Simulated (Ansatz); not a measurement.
# AgPt3: the cost of one run

Computed with Ansatz 0.2.0, driven from Python. Level of theory: DFT r2SCAN, plane waves, PAW.

### 1 The system

Symmetry: Pm-3m, No. 221, cubic system. Conventional cell: a = 3.900 Å, b = 3.900 Å, c = 3.900 Å, α = 90.00°, β = 90.00°, γ = 90.00°. Ag (site symmetry m-3m) has 12 Pt at 2.76 Å as nearest neighbours. Around Pt (site symmetry 4/mmm) lie 4 Ag at 2.76 Å and 8 Pt at 2.76 Å.

The script holds or builds the structure itself.

### 2 The code

Contents of eos_agpt3.py:

```python
"""Bulk modulus of AgPt3 from an E(V) curve."""

import ansatz as az
import numpy as np
from pymatgen.analysis.eos import EOS

SETTINGS = {
    "smearing": "Marzari-Vanderbilt",
    "ecut": 600,
    "kmesh": (6, 6, 6),
}

vectors0 = np.array([
    [3.9, 0.0, 0.0],
    [0.0, 3.9, 0.0],
    [0.0, 0.0, 3.9],
])
sites = [
    ("Ag", [0.0, 0.0, 0.0]),
    ("Pt", [0.0, 0.5, 0.5]),
    ("Pt", [0.5, 0.0, 0.5]),
    ("Pt", [0.5, 0.5, 0.0]),
]


def make_crystal(cell):
    crystal = az.Crystal(lattice=az.Lattice.of(cell))
    for symbol, position in sites:
        crystal = crystal.atom(symbol, position)
    return crystal

# scale the volume, keep shape and fractions
volumes, energies, pressures = [], [], []
for scale in np.linspace(0.92, 1.08, 7):
    cell = vectors0 * scale ** (1 / 3)
    base = (
        make_crystal(cell).calculation()
        .occupations(SETTINGS["smearing"])
        .functional(az.Functional.R2SCAN)
        .basis(SETTINGS["ecut"])
        .kpoints(*SETTINGS["kmesh"])
        .stress()
    )
    data = base.run(threads=1).report
    volumes.append(abs(np.linalg.det(cell)) / len(sites))
    energies.append(data["free_energy_ev"] / len(sites))
    pressures.append(np.trace(data["stress_gpa"]) / 3)
    print(f"V = {volumes[-1]:8.4f} A^3/atom  F = {energies[-1]:.5f} eV/atom  P = {pressures[-1]:8.3f} GPa")

for form in ["pourier_tarantola", "murnaghan"]:
    fit = EOS(eos_name=form).fit(volumes, energies)
    print(f"{form:18s} V0 {fit.v0:8.4f} A^3/atom  B0 {fit.b0_GPa:7.1f} GPa  B1 {fit.b1:5.2f}")
```

### 3 The input behind the calls

The package turns the script's settings into the engine's input (first run):

```yaml
crystal:
  lattice:
    - [3.793096422253538, 0.0, 0.0]
    - [0.0, 3.793096422253538, 0.0]
    - [0.0, 0.0, 3.793096422253538]
  atoms:
    - { symbol: Ag, position: [0.0, 0.0, 0.0] }
    - { symbol: Pt, position: [0.0, 0.5, 0.5] }
    - { symbol: Pt, position: [0.5, 0.0, 0.5] }
    - { symbol: Pt, position: [0.5, 0.5, 0.0] }
basis:
  ecutwfc: 600.0
kpoints:
  mp_grid:
    grid: [6, 6, 6]
hamiltonian:
  xc: r2scan
scf:
  occupations:
    method: cold
output:
  stress: true
```

### 4 Running it

Run with:

```bash
python eos_agpt3.py
```

Q: Estimate wall time and peak memory on 1 thread of Arm Neoverse V1, shared host.

About 64 s, with a peak of 0.68 GiB.
